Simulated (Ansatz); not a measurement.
# FH4N2OTa: basis-set convergence

One table from this session's results is given with a row withheld; the runs are named, their logs left out.

Computed with Ansatz 0.2.0, Gaussian basis. Level: one geometry, several basis sets.

The runs, in order: PBE0-D4/def2-SVP; ωB97M-V/def2-SVP; PBE0-D4/def2-QZVPP; ωB97M-V/def2-QZVPP; the functionals' def2-TZVPP values are taken from earlier runs.

## The relaxed structure

All runs share one geometry, relaxed beforehand with PBE0-D4 in a triple-zeta def2 set. Ta takes the def2 core potential; no spin-orbit term is included.

9 atoms, charge 0, spin multiplicity 1.

Atoms are counted from 1 here; the program's logs count them from 0.

Bond lengths: N1–Ta2 1.765 Å, N1–H6 1.005 Å, Ta2–N3 1.976 Å, Ta2–O4 1.909 Å, Ta2–F5 1.898 Å, N3–H7 1.007 Å, N3–H8 1.011 Å, O4–H9 0.956 Å. Angles: Ta2–N1–H6 173.0°, N1–Ta2–N3 104.2°, N1–Ta2–O4 111.5°, N1–Ta2–F5 111.9°, N3–Ta2–O4 110.0°, N3–Ta2–F5 110.8°, O4–Ta2–F5 108.5°, Ta2–N3–H7 125.8°, Ta2–N3–H8 123.7°, H7–N3–H8 110.5°, Ta2–O4–H9 131.7°.

The first run:

Input file in.yaml:

```yaml
crystal:
  periodic: [false, false, false]
  atoms:
    - {symbol: N, position_ang: [0.435933, 1.352637, -0.961793]}
    - {symbol: Ta, position_ang: [-0.057934, 0.322484, 0.384091]}
    - {symbol: N, position_ang: [0.882765, -1.383978, 0.058373]}
    - {symbol: O, position_ang: [-1.945335, 0.035626, 0.389809]}
    - {symbol: F, position_ang: [0.444744, 1.058586, 2.059254]}
    - {symbol: H, position_ang: [0.700895, 2.034461, -1.651414]}
    - {symbol: H, position_ang: [1.527604, -1.567080, -0.693387]}
    - {symbol: H, position_ang: [0.733862, -2.219418, 0.607282]}
    - {symbol: H, position_ang: [-2.634232, 0.320381, -0.209215]}
basis:
  gaussian: {orbitals: def2-SVP}
hamiltonian: {xc: pbe0, dispersion: d4}
output: {orbitals: {seedname: orbitals}}
```

On the command line:

```console
ansatz run in.yaml --threads 4 --pin off --events-out ev --progress --plain --max-ram 10444MiB
```

Among the steps run: PBE0-D4 in def2-SVP; ωB97M-V in def2-SVP; PBE0-D4 in def2-QZVPP; ωB97M-V in def2-QZVPP.

One table of the session follows, with a row left open; its other results are not shown here.

| functional | basis | HOMO (eV) | LUMO (eV) |
| --- | --- | --- | --- |
| PBE0-D4 | def2-SVP | ? | ? |
| PBE0-D4 | def2-TZVPP | -7.73 | -0.17 |
| PBE0-D4 | def2-QZVPP | -7.78 | -0.35 |
| ωB97M-V | def2-SVP | -10.01 | 1.43 |
| ωB97M-V | def2-TZVPP | -10.07 | 1.17 |
| ωB97M-V | def2-QZVPP | -10.12 | 0.60 |

Q: Estimate the row for PBE0-D4, def2-SVP from the others.

**Answer.** HOMO (eV): -7.67; LUMO (eV): -0.09. In the column «HOMO (eV)» it is the highest.
